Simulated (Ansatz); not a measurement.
# CH5BClNO (SMILES NB(Cl)CO) at r2SCAN/6-31G(d) (spherical functions)

Aim: the vertical ionisation energy of CH5BClNO at r2SCAN/6-31G* (spherical functions), from 2 runs. 

Program for the calculation: Ansatz 0.2.0.

141 further runs of the same task are left out: 141 set aside as unsound or not needed.

## Step 1: The structure to begin with

The species is CH5BClNO (10 atoms), meant as a singlet with charge 0. SMILES: `NB(Cl)CO`. The shape is that of a PBE0-D4/def2-TZVP optimisation. This is a higher conformer, about 10 kJ/mol above the lowest found by a separate search.

Bond lengths: N1–B2 1.386 Å, B2–Cl3 1.784 Å, B2–C4 1.577 Å, C4–O5 1.413 Å, N1–H6 1.005 Å, N1–H7 1.006 Å, C4–H8 1.096 Å, C4–H9 1.105 Å, O5–H10 0.962 Å. Some angles: N1–B2–Cl3 118.3°, N1–B2–C4 123.5°, Cl3–B2–C4 118.2°, B2–C4–O5 116.0°, B2–N1–H6 123.2°, B2–N1–H7 122.4°, B2–C4–H8 109.8°, B2–C4–H9 107.4°, O5–C4–H8 107.3°, O5–C4–H9 110.4°.

## Step 2: The energy at r2SCAN/6-31G(d) (spherical functions)

Contents of in.yaml:

```yaml
basis:
  gaussian: {orbitals: 6-31G_st_-spherical.json}
crystal:
  periodic: [false, false, false]
  atoms:
    - {symbol: N, position_ang: [-1.481300, 0.770100, 0.263800]}
    - {symbol: B, position_ang: [-0.131200, 0.458300, 0.272600]}
    - {symbol: Cl, position_ang: [0.978400, 1.531400, 1.166200]}
    - {symbol: C, position_ang: [0.484800, -0.764800, -0.509200]}
    - {symbol: O, position_ang: [1.724500, -1.243900, -0.030200]}
    - {symbol: H, position_ang: [-1.860400, 1.585400, 0.713900]}
    - {symbol: H, position_ang: [-2.164100, 0.196600, -0.201200]}
    - {symbol: H, position_ang: [-0.217400, -1.606600, -0.495200]}
    - {symbol: H, position_ang: [0.570000, -0.469000, -1.570200]}
    - {symbol: H, position_ang: [2.179800, -0.508700, 0.392200]}
hamiltonian: {xc: {name: r2SCAN}}
accuracy: high
output: {orbitals: {seedname: orbitals}}
```

The basis set 6-31G* is read from a file made from the Basis Set Exchange's data (not shown).

Command:

```bash
$ ansatz run in.yaml --threads 1 --pin off --max-ram 3480MiB --events-out events.jsonl --progress --plain --runs-dir runs
```

Standard output:

```text
Warning: RAYON_NUM_THREADS=1 ignored (pool sized by the plan → 1); use --threads N
Functional definition: r2SCAN
  name "r2SCAN"
  parameter k0 = 0.174
  parameter k1 = 0.065
  parameter a1 = 4.9479
  exchange = r2scan_x(k0 = k0, k1 = k1, a1 = a1)
  correlation = r2scan_c
1985 factors; integrals over basis functions are off by at most 4.5e-9 eV
mean field evaluation 1: about -17843.5171 eV, gradient 6.5e1 eV
mean field evaluation 2: about -17831.1865 eV, gradient 9.7e1 eV
mean field evaluation 4: about -17851.9674 eV, gradient 4.0e0 eV
mean field evaluation 8: about -17851.9980 eV, gradient 7.9e-2 eV
mean field evaluation 16: about -17851.9980 eV, gradient 1.3e-5 eV
mean field -17851.99798585 eV, -656.0488254611 hartree, gradient 2.6e-8 eV, S^2 0.000000; 0 other end points of the search recorded, 0 dependent functions left out
reference -17851.99798637 eV, -656.0488254802 hartree; 24, 24 occupied and 60, 60 virtual orbitals, 1985 factors
Total energy: -17851.99798637 eV, -656.0488254802 hartree
```

Wall time 12 s (1 thread of Arm Neoverse V2, shared host); peak memory 0.28 GiB.

## Step 3: The doublet cation at the same level

Contents of input.yaml:

```yaml
crystal:
  periodic: [false, false, false]
  atoms:
    - {symbol: "N", position_ang: [-1.481300, 0.770100, 0.263800]}
    - {symbol: B, position_ang: [-0.131200, 0.458300, 0.272600]}
    - {symbol: Cl, position_ang: [0.978400, 1.531400, 1.166200]}
    - {symbol: C, position_ang: [0.484800, -0.764800, -0.509200]}
    - {symbol: O, position_ang: [1.724500, -1.243900, -0.030200]}
    - {symbol: H, position_ang: [-1.860400, 1.585400, 0.713900]}
    - {symbol: H, position_ang: [-2.164100, 0.196600, -0.201200]}
    - {symbol: H, position_ang: [-0.217400, -1.606600, -0.495200]}
    - {symbol: H, position_ang: [0.570000, -0.469000, -1.570200]}
    - {symbol: H, position_ang: [2.179800, -0.508700, 0.392200]}
basis:
  gaussian: {orbitals: 6-31G_st_-spherical.json}
total_charge: 1
magnetization: {spin_polarized: true, initial_magnetization: 1}
hamiltonian: {xc: r2scan}
accuracy: high
output: {orbitals: {seedname: orbitals}}
```

The basis set 6-31G* is read from a file made from the Basis Set Exchange's data (not shown).

Command:

```bash
$ ansatz run input.yaml --threads 1 --pin off --max-ram 3480MiB --events-out events.jsonl --progress --plain --runs-dir runs
```

Standard output:

```text
Warning: RAYON_NUM_THREADS=1 ignored (pool sized by the plan → 1); use --threads N
[... 7 set-up lines as earlier in the session ...]
1983 factors; integrals over basis functions are off by at most 4.5e-9 eV
mean field evaluation 1: about -17822.6202 eV, gradient 6.5e1 eV
mean field evaluation 2: about -17735.9881 eV, gradient 1.3e2 eV
mean field evaluation 4: about -17837.6889 eV, gradient 3.2e1 eV
mean field evaluation 8: about -17842.5616 eV, gradient 2.2e0 eV
mean field evaluation 16: about -17842.5810 eV, gradient 3.3e-2 eV
mean field evaluation 32: about -17842.5810 eV, gradient 4.4e-8 eV
mean field evaluation 64: about -17842.2686 eV, gradient 6.3e-6 eV
mean field -17842.58103668 eV, -655.7027589623 hartree, gradient 4.6e-8 eV, S^2 0.756696; 3 other end points of the search recorded, 0 dependent functions left out
reference -17842.58103783 eV, -655.7027590044 hartree; 24, 23 occupied and 60, 61 virtual orbitals, 1983 factors
Total energy: -17842.58103783 eV, -655.7027590044 hartree
```

Run time: 51 s. Hardware: 1 thread of Arm Neoverse V2, shared host; peak memory 0.45 GiB.

## Step 4: Outcome

Level: r2SCAN/6-31G* (spherical functions).

| quantity | value |
| --- | --- |
| singlet CH5BClNO: total energy | -656.04883 Eh |
| singlet CH5BClNO: HOMO energy | -5.84 eV |
| singlet CH5BClNO: LUMO energy | -0.07 eV |
| singlet CH5BClNO: HOMO–LUMO gap | 5.78 eV |
| doublet cation: total energy | -655.70276 Eh |
| doublet cation: HOMO energy (highest over α and β) | -12.95 eV |
| doublet cation: LUMO energy (lowest over α and β) | -12.56 eV |
| doublet cation: ⟨S²⟩ | 0.757 |
| vertical ionisation energy (to the doublet cation) | 9.417 eV |

**Reading.** Removing an electron at fixed nuclei costs 9.42 eV (909 kJ/mol). The negative HOMO energy of the first species, 5.84 eV, lies 3.57 eV below that difference.
